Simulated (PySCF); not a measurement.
# GeO₂: structure of the singlet

Where does singlet GeO₂ go from a bent start, is the end point a minimum, and what are its modes, charges and moments?

Computed with PySCF 2.14.0. Level: PBE0, basis Ge def2-TZVP, O def2-TZVP, no relativity, density fitting.

### 1 Starting geometry

3 atoms, charge 0, spin multiplicity 1.

Bond lengths: Ge1–O2 1.680 Å, Ge1–O3 1.680 Å. Angles: O2–Ge1–O3 110.0°.

Z-matrix (Å, degrees; charge 0 multiplicity 1):
```
Ge
O  1 1.6800
O  1 1.6800 2 110.00
```

### 2 First SCF at the start

One driver script runs all steps and calls PySCF; scf.py shows how it sets up the SCF of each step. The optimiser is the driver's own. After this first run the driver tries any further starts and a stability analysis.

The input, scf.py:

```python
from pyscf import gto, scf, dft
mol = gto.M(atom='''
Ge     0.000000     0.000000     0.000000
O      1.376200     0.000000     0.963600
O     -1.376200     0.000000     0.963600''',
    basis={'Ge': 'def2-TZVP', 'O': 'def2-TZVP'},
    charge=0, spin=0)
mf = dft.RKS(mol, xc='PBE0')
mf.grids.atom_grid = (50, 194)
aux = {'Ge': 'def2-universal-JKFIT', 'O': 'def2-universal-JKFIT'}
mf = mf.density_fit(auxbasis=aux)
mf.conv_tol = 1e-08
mf.diis_space = 10
mf.max_cycle = 60
mf.init_guess = 'minao'
mf.verbose = 4
mf.kernel()
```

The run is started by

```
OMP_NUM_THREADS=2 python axn.py task.json out
```

Further steps of the session: Bent start, singlet: relaxation; Hessian and properties.

Q: Predict the outcome of this session. Wanted: minimum; geometry; wavenumbers; dipole moment; highest occupied, lowest empty level; polar-tensor charge of Ge1; zero-point energy; atomisation energy.

**Answer**, as computed:

```
                                 quantity                             value
                                  minimum                      singlet, D∞h
                                 geometry  Ge–O 1.613 Å (×2); O–Ge–O 180.0°
                       wavenumbers (cm⁻¹)   216 (πu), 921 (σg+), 1101 (σu+)
                            dipole moment                            0.00 D
     highest occupied, lowest empty level                   -9.39, -3.03 eV
               polar-tensor charge of Ge1                           +1.11 e
                        zero-point energy                       14.7 kJ/mol
                      entropy at 298.15 K                   244.7 J/(mol K)
atomisation energy (no zero-point energy)                        937 kJ/mol
```

**Reading.** From C2v at the start the molecule goes to a D∞h minimum. The strongest infrared band lies at 1101 cm⁻¹ (σu+, stretch). The dipole vanishes although Ge1 carries +1.1 e by the polar tensor: the bond dipoles cancel. Only this shape and spin were tried, so other structures or states may lie lower.
